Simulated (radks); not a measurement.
# Er inside a hard spherical wall

One table from this session's results is given with a row withheld; the runs are named, their logs left out.

Program: radks (a radial shooting solver on a logarithmic mesh, Libxc functionals) version 1. Level of theory: scalar-relativistic Kohn-Sham, PBEsol, spin-polarised, spherical densities, finite nucleus; open shells are filled with parallel spins first. These are calculated values, not measurements, unless marked.

### Starting point

* element: erbium (Z = 68)
* charge: 0
* electrons: 68
* configuration: [Xe] 4f12 6s2
* nuclear rms radius: 5.2516 fm

The outer shells:

Er
```
[Xe] core
4f [↑↓][↑↓][↑↓][↑↓][↑↓][↑ ][↑ ]
6s [↑↓]
```

Set-up of the first run:

Settings of this run:

```text
Z 68
configuration [Xe] 4f12 6s2 5d0 6p0 7s0
relativity scalar-relativistic
functional pbe_sol,pbe_sol
spin polarised
nucleus finite rms 5.2516 fm
c 137.035999084
```

Among the steps run: The free atom; Wall at 20 bohr; Wall at 15 bohr; Wall at 12 bohr; Wall at 8 bohr; Wall at 7 bohr; Wall at 6 bohr; Wall at 5 bohr; Wall at 1.5 bohr.

One of the session's tables, all rows but one given; the rest of the session is left out.

| R (bohr) | E − E(free) (eV) | ε(6s) (eV) | ε(6p, empty) (eV) | ε(5d, empty) (eV) | pressure (GPa) |
| --- | --- | --- | --- | --- | --- |
| free | 0.000 | -3.874 | -1.121 | -0.986 | 0 |
| 20 | 0.000 | -3.874 | -1.120 | -0.986 | < 0.0001 |
| 15 | 0.000 | -3.872 | -1.105 | -0.982 | 0.000140 |
| 12 | 0.008 | -3.853 | -1.024 | -0.950 | 0.00470 |
| 8 | ? | ? | ? | ? | ? |
| 7 | 1.025 | -2.747 | 1.126 | 0.213 | 1.70 |
| 6 | 2.658 | -1.457 | 3.283 | 1.283 | 6.12 |
| 5 | 7.147 | 1.537 | 7.966 | 3.353 | 25.2 |
| 1.5 | 1765.3 | 462.67 | 518.62 | 217.61 | 183848 |

**Question.** Estimate the row for R (bohr) = 8.

Worked estimate for «E − E(free) (eV)». A straight line through the neighbours (12, 0.008) and (7, 1.025) gives 0.008 + (1.025 − 0.008) × (8 − 12) / (7 − 12) = 0.822; a parabola fitted to 4 rows on both sides gives 0.967.

The run gave: E − E(free) (eV): 0.396; ε(6s) (eV): -3.345; ε(6p, empty) (eV): 0.054; ε(5d, empty) (eV): -0.362; pressure (GPa): 0.507. In «E − E(free) (eV)» the line misses by +0.426 and the parabola by +0.571. Between these rows the values bend or scatter more than so simple an estimate can follow.

At the tightest wall, 1.5 bohr, the energy stands 1765.3 eV above the free atom and the pressure, −dE/dV, is 183848 GPa. From R = 5 bohr inwards the highest occupied level lies above zero, pushed up by confinement. Shells are not refilled when levels cross, and a hard wall is a model, not a crystal.
